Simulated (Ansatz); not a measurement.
# Sc2SnS: the cost of one run

Program: Ansatz 0.2.0. Level of theory: DFT PBE, scalar-relativistic, plane waves, PAW. These are calculated values, not measurements.

## 1. The starting structure

The structure is hexagonal, space group P-6m2 (No. 187). Conventional cell: a = 4.273 Å, b = 4.273 Å, c = 5.411 Å, α = 90.00°, β = 90.00°, γ = 120.00°. Sc (site symmetry 3m) has 2 Sc at 2.70 to 2.71 Å and 3 S at 2.81 Å and 3 Sn at 2.81 Å as nearest neighbours. Sn (site symmetry -6m2) has 6 Sc at 2.81 Å as nearest neighbours. S (site symmetry -6m2) is surrounded by 6 Sc at 2.81 Å.

Structure file:

```cif
data_structure
_symmetry_space_group_name_H-M 'P-6m2'
_symmetry_Int_Tables_number 187
_cell_length_a 4.2735
_cell_length_b 4.2735
_cell_length_c 5.4113
_cell_angle_alpha 90.000
_cell_angle_beta 90.000
_cell_angle_gamma 120.000
_cell_volume 85.59
loop_
_atom_site_label
_atom_site_type_symbol
_atom_site_symmetry_multiplicity
_atom_site_Wyckoff_symbol
_atom_site_fract_x
_atom_site_fract_y
_atom_site_fract_z
_atom_site_occupancy
Sc1 Sc 2 i 0.66667 0.33333 0.25019 1
Sn1 Sn 1 a 0.00000 0.00000 0.00000 1
S1 S 1 d 0.33333 0.66667 0.50000 1
```

Recipe of the guess: species swapped into a database cell of BiPt2Pb (P-6m2, No. 187), with Sn on the Bi sites, Sc on the Pt sites and S on the Pb sites. Lengths come from tabulated atomic sizes and are only a guess.

## 2. The guess as it stands, on a coarse mesh

Input file input.yaml:

```yaml
crystal:
  lattice:
    - [4.273472, 0.0, 0.0]
    - [-2.136736, 3.70093531, 0.0]
    - [0.0, 0.0, 5.41134914]
  atoms:
    - { symbol: Sc, position: [0.0, 0.0, 0.25018811] }
    - { symbol: Sc, position: [0.0, 0.0, 0.74981189] }
    - { symbol: Sn, position: [0.33333333, 0.66666667, 0.0] }
    - { symbol: S, position: [0.66666667, 0.33333333, 0.5] }
basis:
  ecutwfc: 420
kpoints:
  mp_grid: { grid: [6, 6, 4] }
hamiltonian:
  xc: pbe
scf:
  occupations: { method: gaussian, width: 0.1 }
  lower_state_search: "off"
output:
  forces: true
  stress: true
  eigenvalues: true
```

The run is started by

```console
> ansatz run input.yaml --threads 1 --pin off --max-ram 2560MiB --backend cpu --events-out ev --progress --plain --runs-dir out
```

What time and memory should one allow on 1 thread of Intel Xeon at 2.50GHz (Skylake/Cascade Lake), shared host?

About 10 s, with a peak of 0.35 GiB.
